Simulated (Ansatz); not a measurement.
Runs of Ansatz 0.2.0 on Hf2Pd2Se2Br2O3. The typed cell holds 11 atoms: a = 5.761 Å, b = 5.870 Å, c = 6.872 Å, α = 96.27°, β = 102.51°, γ = 95.11°. The cell was built by a generator and needn't be a form met in nature.

| task | level | spin | cell | k mesh | cutoff (eV) | points for each segment of the path | gap on the mesh (eV) | pressure (GPa) | relaxed volume (Å³/atom) | largest force (eV/Å) |
| --- | --- | --- | --- | --- | --- | --- | --- | --- | --- | --- |
| relaxation of cell and atoms | PBEsol | off | relaxed | 4 × 4 × 3 | 420 | - | (d) | 0.0 | 19.31 | - |
| band structure | PBEsol | off | as given | 5 × 5 × 4 | 420 | 10 | 0.18 | (a) | - | (c) |
| relaxation of cell and atoms | PBEsol+D3(BJ) | off | relaxed | 4 × 4 × 3 | 420 | - | 0.14 | 0.0 | 18.73 | - |
| band structure | r2SCAN | SOC, no magnetisation | as given | 4 × 4 × 3 | 500 | 10 | 0.36 | (b) | - | 0.25 |
| relaxation of cell and atoms | r2SCAN+D4 | off | relaxed | 4 × 4 × 3 | 500 | - | 0.46 | 0.0 | 19.77 | 0.01 |

Alike in all rows: potentials or basis Ansatz PAW; smearing fermi-dirac 0.05 eV.

Estimate the missing entries.

(a) -4.2; (b) -2.4; (c) 0.30; (d) 0.15.

Caveats: the PAW data sets come from PBE, with cores solved anew for the run's functional, which leaves a small shift of forces and pressure; spin-orbit coupling is left out, which moves the levels of the heavy elements (some runs); odd divisions of the mesh miss points on the zone boundary, where band edges often lie, so the gap on the mesh can be too wide (some runs); the plane-wave basis is chosen anew once the cell has moved, so the energies of steps on either side of that aren't comparable (some runs).

A k mesh can miss the band edges, and rows without SOC leave out spin-orbit coupling on Br, Hf, Pd, Se.

Runs at the PBE level aren't shown here.
